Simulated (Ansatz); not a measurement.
Runs of Ansatz 0.2.0 on NiMoIrPdW. The structure is tetragonal, space group I4mm (No. 107). Conventional cell: a = 2.740 Å, b = 2.740 Å, c = 19.433 Å, α = 90.00°, β = 90.00°, γ = 90.00°. Around Ni (site symmetry 4mm) lie 4 Mo at 2.60 Å and 4 Pd at 2.67 Å and 4 Ni at 2.74 Å. Around Mo (site symmetry 4mm) lie 4 Ni at 2.60 Å and 4 Mo at 2.74 Å and 4 W at 2.94 Å. Around Pd (site symmetry 4mm) lie 4 Ni at 2.67 Å and 4 Pd at 2.74 Å and 4 Ir at 2.83 Å. Around Ir (site symmetry 4mm) lie 4 W at 2.69 Å and 4 Ir at 2.74 Å and 4 Pd at 2.83 Å. W (site symmetry 4mm) is surrounded by 4 Ir at 2.69 Å and 4 W at 2.74 Å and 4 Mo at 2.94 Å. The cell was built by a generator and needn't be a form met in nature.

```csv
task,level,cell,k mesh,points for each segment of the path,gap on the mesh (eV),pressure (GPa),moment (μB),relaxed volume (Å³/atom),largest force (eV/Å)
relaxation of cell and atoms,RPBE,relaxed,10 × 10 × 10,-,none,0.0,0.00,(c),-
relaxation of cell and atoms,PBE+D4,relaxed,10 × 10 × 10,-,none,0.0,0.00,14.20,0.01
relaxation of cell and atoms,LDA,relaxed,10 × 10 × 10,-,none,0.0,0.00,13.76,-
band structure,LDA,as given,13 × 13 × 13,14,none,(a),0.00,-,0.26
band structure,RPBE,as given,13 × 13 × 13,14,none,4.1,0.00,-,0.07
relaxation of cell and atoms,PBEsol,relaxed,10 × 10 × 10,-,none,0.0,0.00,14.06,-
band structure,PBEsol,as given,13 × 13 × 13,14,none,-9.2,0.00,-,(b)
```

Alike in all rows: potentials or basis Ansatz PAW; spin collinear, ferromagnetic start; cutoff (eV) 420; smearing fermi-dirac 0.05 eV.

Q: Estimate the missing entries.

A: (a) -14.7; (b) 0.16; (c) 14.85.

Caveats: the PAW data sets come from PBE, with cores solved anew for the run's functional, which leaves a small shift of forces and pressure (some runs); the plane-wave basis is chosen anew once the cell has moved, so the energies of steps on either side of that aren't comparable (some runs); the potentials were made for another functional, which shifts forces and pressure (some runs); pairwise dispersion overbinds metals, which lowers pressure and volume (some runs).

A k mesh can miss the band edges, and the runs leave out spin-orbit coupling on Ir, Mo, Pd, W.

A gap of «none» marks a metal or a gap under the smearing width.

Not every run made on this cell is shown here.
